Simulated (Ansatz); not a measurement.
Run this with Ansatz 0.2.0 through its Python package and show what comes out.

The script, `tan_pdos.py`:
```python
# -*- coding: utf-8 -*-
import ansatz as az
import numpy as np

lattice = az.Lattice.of(
    (2.938, 0.0, 0.0),
    (-1.469, 2.54438, 0.0),
    (0.0, 0.0, 2.883),
)
sites = [
    ("Ta", (1 / 3, 2 / 3, 0.5)),
    ("N", (0.0, 0.0, 0.0)),
]
crystal = az.Crystal(lattice=lattice)
for symbol, position in sites:
    crystal = crystal.atom(symbol, position)

calc = (
    crystal.calculation()
    .functional("r2scan")
    .basis(530)
    .kpoints(13, 13, 12, center="gamma")
    .occupations("fermi_dirac", width=0.05)
    .scf(tolerance=1e-09)
    .scf(extra_bands=10)
    .density_of_states(projected=True, method="smearing", broadening_width=0.15, energy_step=0.1)
)
result = calc.run(threads=1, pin="off")
report = result.report

dos = result.density_of_states()
energy = np.asarray(dos.energies_ev) - dos.fermi_ev
curves = {}
for site in result.projected_density_of_states().sites:
    for shell in site.shells:
        weight = sum(np.sum(curve.g_bin_mean_per_ev, axis=0) for curve in shell.curves)
        name = f"{site.species} {shell.label}"
        curves[name] = curves.get(name, 0) + weight

step = energy[1] - energy[0]
windows = [(-8, -4), (-4, 0), (0, 6)]
print("states by shell in windows of E - E_F (eV):", windows)
for name, g in curves.items():
    print(f"{name:8s}", " ".join(f"{step * g[(energy >= a) & (energy < b)].sum():8.3f}" for a, b in windows))
filled = (energy < 0) & (energy > -8)
for name, g in curves.items():
    if g[filled].sum() * step > 0.5:
        print(f"centre of {name}: {np.average(energy[filled], weights=g[filled]):.2f} eV")
```

Output of `python tan_pdos.py`:
```text
states by shell in windows of E - E_F (eV): [(-8, -4), (-4, 0), (0, 6)]
Ta 5S       0.015    0.002    0.008
Ta 6S       0.155    0.074    0.162
Ta 5P       0.079    0.017    0.011
Ta 5D       1.505    1.623    5.065
N 2S        0.049    0.018    0.405
N 2P        3.494    0.314    0.948
centre of Ta 5D: -3.80 eV
centre of N 2P: -5.50 eV
```

Spin is left out of this run. Spin-orbit coupling, which matters for elements this heavy, is left out. The starting cell is as deposited in a crystallographic database; the results hold for this polymorph, which needn't be the stable one. Curves are summed over the cell's atoms. Only shells that the potentials hold have channels, so projections don't add up to the total, least of all where a shell is missing (p of most metals); heights and places of peaks move with the mesh. The density of states is complete only as far up as bands were computed. A band centre counts only the states inside the window taken. Run time: 14 s on 1 thread of Arm Neoverse V2, on a shared host, peak memory 0.47 GiB.
